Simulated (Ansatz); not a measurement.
# Mg3Si2N: the cost of one run

Program: Ansatz 0.2.0. Level of theory: DFT PBE, scalar-relativistic, plane waves, PAW. These are calculated values, not measurements.

**1. The starting structure**

Symmetry: P6/mmm, No. 191, hexagonal system. Conventional cell: a = 4.936 Å, b = 4.936 Å, c = 5.187 Å, α = 90.00°, β = 90.00°, γ = 120.00°. Mg (site symmetry mmm) is surrounded by 2 N at 2.47 Å and 4 Mg at 2.47 Å. Si (site symmetry 6mm) has 1 Si at 1.72 Å and 1 N at 1.74 Å as nearest neighbours. N (site symmetry 6/mmm) is surrounded by 2 Si at 1.74 Å and 6 Mg at 2.47 Å.

Structure file:

```
Mg Si N
1.0
     4.93564    0.00000    0.00000
    -2.46782    4.27439    0.00000
     0.00000    0.00000    5.18706
Mg Si N
3 2 1
Direct
  0.50000 0.00000 0.50000
  0.00000 0.50000 0.50000
  0.50000 0.50000 0.50000
  0.00000 0.00000 0.83451
  0.00000 0.00000 0.16549
  0.00000 0.00000 0.50000
```

Recipe of the guess: random cell by space group and Wyckoff sites (P6/mmm, No. 191). Its size is a rough estimate.

**2. The guess as it stands, on a coarse mesh**

File input.yaml:

```yaml
crystal:
  lattice:
    - [4.93563972, 0.0, 0.0]
    - [-2.46781986, 4.27438939, 0.0]
    - [0.0, 0.0, 5.18705915]
  atoms:
    - { symbol: Mg, position: [0.5, 0.0, 0.5] }
    - { symbol: Mg, position: [0.0, 0.5, 0.5] }
    - { symbol: Mg, position: [0.5, 0.5, 0.5] }
    - { symbol: Si, position: [0.0, 0.0, 0.83450825] }
    - { symbol: Si, position: [0.0, 0.0, 0.16549175] }
    - { symbol: "N", position: [0.0, 0.0, 0.5] }
basis:
  ecutwfc: 420
kpoints:
  mp_grid: { grid: [6, 6, 4] }
hamiltonian:
  xc: pbe
scf:
  occupations: { method: gaussian, width: 0.1 }
  lower_state_search: "off"
output:
  forces: true
  stress: true
  eigenvalues: true
```

Started as:

```sh
> ansatz run input.yaml --threads 1 --pin off --max-ram 2560MiB --backend cpu --events-out ev --progress --plain --runs-dir out
```

Q: Estimate wall time and peak memory on 1 thread of Intel Xeon at 2.50GHz (Skylake/Cascade Lake), shared host.

About 6.6 s, with a peak of 0.39 GiB.
